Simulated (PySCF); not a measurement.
**C7H14BFSi: NMR shifts**

Wanted: the NMR shifts of C7H14BFSi (`CB(C)[C@@]12CC[C@]1([SiH2]F)C2`), by calculation.

Programs: PySCF 2.14.0, with density-fitted response routines of our own. Each step states its level of theory. These are calculated values for one molecule in the gas phase, unless marked as measured. Atoms are numbered from 0 throughout.

## Step 1: Starting geometry

24 atoms, charge 0, multiplicity 1; geometry from: GFN2-xTB.

Bonds of the start (Å): C0–B1 1.58, B1–C2 1.58, B1–C3 1.54, C3–C4 1.53, C4–C5 1.54, C5–C6 1.53, C6–Si7 1.87, Si7–F8 1.61, C6–C9 1.49, C6–C3 1.56, C9–C3 1.51, C0–H10 1.09, C0–H11 1.09, C0–H12 1.09, C2–H13 1.09, C2–H14 1.09, C2–H15 1.09, C4–H16 1.09, C4–H17 1.09, C5–H18 1.09, C5–H19 1.09, Si7–H20 1.46, Si7–H21 1.46, C9–H22 1.08, C9–H23 1.08.

## Step 2: Shielding tensors: PBE0/pcSseg-1

The job: settings as JSON, then the geometry in Å.

```
{"job": {"kind": "nmr", "xc": "PBE0", "basis": "pcSseg-1"}, "charge": 0, "multiplicity": 1}
C     -2.157238    -1.482568    -0.842130
B     -1.347653    -0.170717    -0.490196
C     -1.767033     1.204146    -1.149897
C     -0.181521    -0.236151     0.507717
C      0.453709    -1.493162     1.113361
C      1.849817    -0.866305     0.987072
C      1.234261     0.403552     0.397012
Si     1.952736     1.356536    -1.041277
F      3.543489     1.083926    -0.992946
C      0.242569     0.931671     1.370102
H     -2.177692    -2.209461    -0.033511
H     -1.678035    -1.976732    -1.688285
H     -3.183273    -1.285466    -1.143536
H     -2.511296     1.681776    -0.512122
H     -0.948340     1.912535    -1.259615
H     -2.235457     1.079329    -2.122528
H      0.132392    -1.728387     2.128438
H      0.327834    -2.374227     0.488957
H      2.497778    -1.391598     0.288983
H      2.390821    -0.712265     1.921608
H      1.551094     0.850191    -2.347024
H      1.815352     2.799602    -0.891046
H      0.392243     0.757066     2.427147
H     -0.208291     1.886475     1.142659
```

With the program's defaults for keys left out, this is: GIAO PBE0/pcSseg-1 NMR shielding, non-relativistic, gas phase.

Command:

```bash
$ OMP_NUM_THREADS=1 python probes_run.py task.json out
```

This one command runs all jobs of the session in turn.

What will the session give for the following? 13C shifts against TMS (PBE0/pcSseg-1, means over atoms taken as alike); 1H shifts against TMS (PBE0/pcSseg-1, means over atoms taken as alike); 11B shifts against BF3·OEt2 (PBE0/pcSseg-1); 29Si shifts against TMS (PBE0/pcSseg-1); 19F shifts against CFCl3 (PBE0/pcSseg-1). Wanted: 13C shifts against TMS; 1H shifts against TMS; 11B shifts against BF3·OEt2; 29Si shifts against TMS; 19F shifts against CFCl3.

The runs gave:

| quantity | value |
| --- | --- |
| 13C shifts against TMS (PBE0/pcSseg-1, means over atoms taken as alike) | 36.0, 35.5, 26.7, 26.7, 23.8, 12.1 ppm |
| 1H shifts against TMS (PBE0/pcSseg-1, means over atoms taken as alike) | 5.20, 5.12, 2.33, 2.20, 1.65, 1.61, 1.39, 1.38, 0.57 ppm |
| 11B shifts against BF3·OEt2 (PBE0/pcSseg-1) | 82.9 ppm |
| 29Si shifts against TMS (PBE0/pcSseg-1) | 2.3 ppm |
| 19F shifts against CFCl3 (PBE0/pcSseg-1) | -223.5 ppm |

**Reading.** At PBE0/pcSseg-1: The largest span, 165 ppm, is at B1, where the paramagnetic term is -171 ppm.
